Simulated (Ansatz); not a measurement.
**SnSe: band structure with PBEsol**

The system is SnSe.

```
Sn Se
1.0
     0.00000    3.01000    3.01000
     3.01000    0.00000    3.01000
     3.01000    3.01000    0.00000
Sn Se
1 1
Direct
  0.00000 0.00000 0.00000
  0.50000 0.50000 0.50000
```

Measurements of this composition are mostly on another form, of space group No. 62.

| Quantity | Value |
| --- | --- |
| Program | Ansatz 0.2.0 |
| Task | band structure |
| Functional | PBEsol |
| Potentials or basis | all-electron PAW datasets made for the crystal |
| Cutoff | 240 eV (chosen from the basis error) |
| k mesh | 8 × 8 × 8 |
| Occupations | fermi-dirac, width 0.05 eV |
| Spin | no spin polarisation |

| Quantity | Value |
| --- | --- |
| Pressure | -1.9 GPa |
| Band gap along the path | 0.29 eV, direct |

Levels at the corners of the path, in eV from the valence-band top:
| point | band 6 | band 7 | band 8 | band 9 | band 10 | band 11 | band 12 | band 13 | band 14 |
| --- | --- | --- | --- | --- | --- | --- | --- | --- | --- |
| Γ | -13.85 | -5.08 | -2.15 | -2.15 | -2.15 | 4.32 | 4.32 | 4.32 | 5.84 |
| X | -12.64 | -6.01 | -5.47 | -3.61 | -3.61 | 2.95 | 5.35 | 5.35 | 5.96 |
| W | -12.61 | -6.90 | -4.70 | -4.70 | -0.77 | 1.48 | 4.74 | 4.74 | 7.20 |
| K | -12.64 | -7.00 | -5.06 | -3.14 | -2.46 | 3.22 | 3.62 | 5.24 | 5.32 |
| Γ | -13.85 | -5.08 | -2.15 | -2.15 | -2.15 | 4.32 | 4.32 | 4.32 | 5.84 |
| L | -12.91 | -8.05 | -1.91 | -1.91 | -0.06 | 0.59 | 1.25 | 1.25 | 8.15 |
| U | -12.64 | -7.00 | -5.06 | -3.14 | -2.46 | 3.22 | 3.62 | 5.24 | 5.32 |
| W | -12.61 | -6.90 | -4.70 | -4.70 | -0.77 | 1.48 | 4.74 | 4.74 | 7.20 |

It took 6.9 s on 1 thread of Arm Neoverse V1, with other jobs on the host, peak memory 0.36 GiB.

Caveat: spin-orbit coupling is left out, which moves the levels of the heavy elements.
